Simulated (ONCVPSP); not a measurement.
# Cu: generating and testing an ONCV potential

Aim: build the potential from the settings below, then test how well it stands in for the atom: other configurations, scattering, ghost states and the plane-wave cutoff that it needs.

Method: ONCVPSP 4.0.1.1 (patched build), PBEsol, scalar-relativistic.

## Step 1: The atom and the settings

Typed settings, in words:

```
element                 : copper (Cu, Z = 29)
type                    : optimised norm-conserving Vanderbilt (ONCV)
frozen core             : [Ne]
valence charge          : 19
reference configuration : 3s2 3p6 3d10 4s1
partial waves           : 3s+4s: rc 1.15 bohr, ncon 3, nbas 6, qcut 13.1 1/bohr, 2 projectors; 3p: rc 0.90 bohr, ncon 3, nbas 7, qcut 19.3 1/bohr, 1 projector; 3d: rc 1.45 bohr, ncon 4, nbas 8, qcut 11.6 1/bohr, 1 projector
local potential         : polynomial inside 0.85 bohr (lpopt 4, dvloc0 6 Ha)
core correction         : not asked for
```

The outer shells as boxes (Hund's rule for the drawing; the calculation is spin-unpolarised):

```
[Ne] core
3s [↑↓]
3p [↑↓][↑↓][↑↓]
3d [↑↓][↑↓][↑↓][↑↓][↑↓]
4s [↑ ]
```

An earlier all-electron run gives the scale for the radii.

All-electron outer shells of the reference configuration (PBEsol, scalar-relativistic, ld1.x):

```
shell  level (eV)  outermost node (bohr)  outermost maximum (bohr)
   2p     -916.42                      –                      0.16
   3s     -114.40                   0.29                      0.61
   3p      -72.00                   0.26                      0.62
   3d       -5.06                      –                      0.60
   4s       -4.61                   0.89                      2.27
   4p       -0.64                   0.98                      3.56
```

## Step 2: Generating the potential

File Cu.dat:

```
# ATOM AND REFERENCE CONFIGURATION
# atsym  z   nc   nv     iexc    psfile
  Cu 29.00    3    4  -116133      upf
#
#   n    l    f
    1    0    2.00
    2    0    2.00
    2    1    6.00
    3    0    2.00
    3    1    6.00
    3    2   10.00
    4    0    1.00
#
# PSEUDOPOTENTIAL AND OPTIMIZATION
# lmax
    2
#
#   l,   rc,      ep,       ncon, nbas, qcut
    0    1.15    0.00    3    6   13.10
    1    0.90    0.00    3    7   19.30
    2    1.45    0.00    4    8   11.60
#
# LOCAL POTENTIAL
# lloc, lpopt,  rc(5),   dvloc0
    4    4    0.85    6.00
#
# VANDERBILT-KLEINMAN-BYLANDER PROJECTORs
# l, nproj, debl
    0    2    2.60
    1    1    1.40
    2    1    1.60
#
# MODEL CORE CHARGE
# icmod, fcfact, rcfact
    0    0.00    0.00
#
# LOG DERIVATIVE ANALYSIS
# epsh1, epsh2, depsh
   -6.00    5.00    0.04
#
# OUTPUT GRID
# rlmax, drl
    6.00    0.01
#
# TEST CONFIGURATIONS
# ncnf
    4
# nvcnf
#   n    l    f
    4
    3    0    2.00
    3    1    6.00
    3    2   10.00
    4    0    0.00
#
    4
    3    0    2.00
    3    1    6.00
    3    2    9.00
    4    0    0.00
#
    4
    3    0    2.00
    3    1    6.00
    3    2    8.00
    4    0    0.00
#
    4
    3    0    2.00
    3    1    5.00
    3    2   10.00
    4    0    1.00
#
```

On the command line:

```console
$ oncvpsp.x < Cu.dat > Cu.out
```

Before running it: what results should come out? Wanted: cutoffs for 1 and 0.1 mHa per electron, occupied waves; bound ghosts; GHOST(+) flags; largest test error; largest phase difference near zero energy, channels read.

The runs gave:

```
                                                quantity                                             value
  cutoffs for 1 and 0.1 mHa per electron, occupied waves                                 102 Ha and 126 Ha
                                            bound ghosts                                        none found
                                          GHOST(+) flags                                none at low energy
                            largest test error (AE − PS)  -190 meV, for 3s2 3p5 3d10 4s1 (1 test unsolved)
largest phase difference near zero energy, channels read                                         0.010 rad
```

What this shows: The worst unpolarised test, 3s2 3p5 3d10 4s1, is off by 190 meV on 79.4 eV; by total energies transferability rates as fair for so large an energy. That test lies far up in energy; among those under 40 eV, nearer to bonding, the largest error is 14 meV. Of the tests 1 gave no usable energy difference, which is a warning in itself. By its cutoff, 102 Ha for the looser tolerance, it is very hard. At the looser tolerance the 3p wave is the slowest; 3d needs 51 Ha. No bound ghost shows below the valence levels. Near zero energy the phases of the channels with partial waves agree within 0.010 rad. These are tests on the free atom; a crystal test is still owed.
